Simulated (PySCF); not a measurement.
# [ReOF6]−: other functionals and bases at one geometry

One table from this session's results is given with a row withheld; the runs are named, their logs left out.

Method: several levels, as the steps say, no spin–orbit coupling; program: PySCF 2.14.0.

4 further runs of the same task are left out: 2 for a known fault of the program, 1 that didn't finish, 1 set aside as unsound or not needed.

### The starting structure

8 atoms, charge -1, spin multiplicity 1.

Bond lengths: Re1–O2 1.717 Å, Re1–F3 1.926 Å, Re1–F4 1.924 Å, Re1–F5 1.924 Å, Re1–F6 1.924 Å, Re1–F7 1.924 Å, Re1–F8 1.924 Å. Angles: O2–Re1–F3 180.0°, O2–Re1–F4 93.6°, O2–Re1–F5 93.6°, O2–Re1–F6 93.6°, O2–Re1–F7 93.6°, O2–Re1–F8 93.6°, F3–Re1–F4 86.4°, F3–Re1–F5 86.4°, F3–Re1–F6 86.4°, F3–Re1–F7 86.4°, F3–Re1–F8 86.4°, F4–Re1–F5 71.8°, F4–Re1–F6 143.3°, F4–Re1–F7 143.3°, F4–Re1–F8 71.8°, F5–Re1–F6 71.8°, F5–Re1–F7 143.3°, F5–Re1–F8 143.3° and more.

As a file:

```xyz
8
F6ORe
Re    0.0000    0.0000    0.1004
O     0.0000    0.0000    1.8172
F     0.0000    0.0000   -1.8260
F     1.9207    0.0000   -0.0191
F     0.5935    1.8267   -0.0191
F    -1.5539    1.1289   -0.0191
F    -1.5539   -1.1290   -0.0191
F     0.5935   -1.8267   -0.0191
```

Formal oxidation states: Re +7. An earlier session relaxed this geometry at TPSS, Re def2-SVP with ECP60, O def2-SVP, F def2-SVP (singlet, point group C5v).

At TPSS on the finer grid: E = -752.403149 Eh, HOMO -3.03 eV, LUMO 0.11 eV, Mulliken charge on Re1 +1.31 e, largest force component 0.032 eV/Å. 

Levels to run: CAM-B3LYP; wB97X; TPSSh; revPBE; TPSS, TZVP; TPSS, x2c-SVP. Hardware: 4 threads of Arm Neoverse V1, shared host.

The first run:

Contents of run.py (the lines that set the calculation):

```python
mol = gto.M(atom='''
Re     0.00000     0.00000     0.10044
O      0.00000     0.00000     1.81716
F      0.00000     0.00000    -1.82598
F      1.92070     0.00002    -0.01910
F      0.59351     1.82670    -0.01910
F     -1.55389     1.12895    -0.01910
F     -1.55387    -1.12897    -0.01910
F      0.59354    -1.82669    -0.01910''',
    basis={'Re': 'def2-SVP', 'O': 'def2-SVP', 'F': 'def2-SVP'},
    ecp={'Re': 'def2-SVP'},
    charge=-1, spin=0)
mf = dft.RKS(mol, xc='CAMB3LYP')
mf.grids.atom_grid = (75, 302)
mf = mf.density_fit()  # fitting sets: Re def2-universal-JKFIT, O def2-universal-JKFIT, F def2-universal-JKFIT
mf.conv_tol = 1e-08; mf.max_cycle = 55
mf.kernel(dm0)  # dm0: the density of the relaxed state
```

The run is started by

```
$ OMP_NUM_THREADS=4 python run.py
```

Among the steps run: CAM-B3LYP; wB97X; TPSSh; revPBE; TPSS, TZVP; TPSS, x2c-SVP.

One table of the session follows, with a row left open; its other results are not shown here.

| level | HOMO (eV) | gap (eV) | charge on Re1 (e) | dipole (D) | largest force component (eV/Å) |
| --- | --- | --- | --- | --- | --- |
| TPSS (relaxed here) | -3.03 | 3.14 | 1.31 | 0.88 | 0.03 |
| CAM-B3LYP | -6.64 | 8.12 | 1.44 | 1.20 | 2.26 |
| wB97X | -7.66 | 10.13 | 1.54 | 1.28 | 2.69 |
| TPSSh | ? | ? | ? | ? | ? |
| revPBE | -2.75 | 2.98 | 1.22 | 0.87 | 0.42 |
| TPSS, TZVP | -3.30 | 3.23 | 1.46 | 0.99 | 0.32 |
| TPSS, x2c-SVP | -3.10 | 2.81 | 0.90 | 0.95 | 1.19 |

Q: Estimate the row for TPSSh from the others.

**Answer.** HOMO (eV): -3.94; gap (eV): 4.14; charge on Re1 (e): 1.44; dipole (D): 1.00; largest force component (eV/Å): 0.82. In the column «HOMO (eV)» it lies between CAM-B3LYP (-6.64) and TPSS, TZVP (-3.30).

The dipole of a charged species depends on the origin, so these sizes hold for this origin alone.

In one basis the HOMO–LUMO gap runs from 2.98 eV (revPBE) to 10.13 eV (wB97X). The largest leftover force, 2.69 eV/Å with wB97X, stands at a geometry relaxed at another level. Total energies of different levels can't be compared.
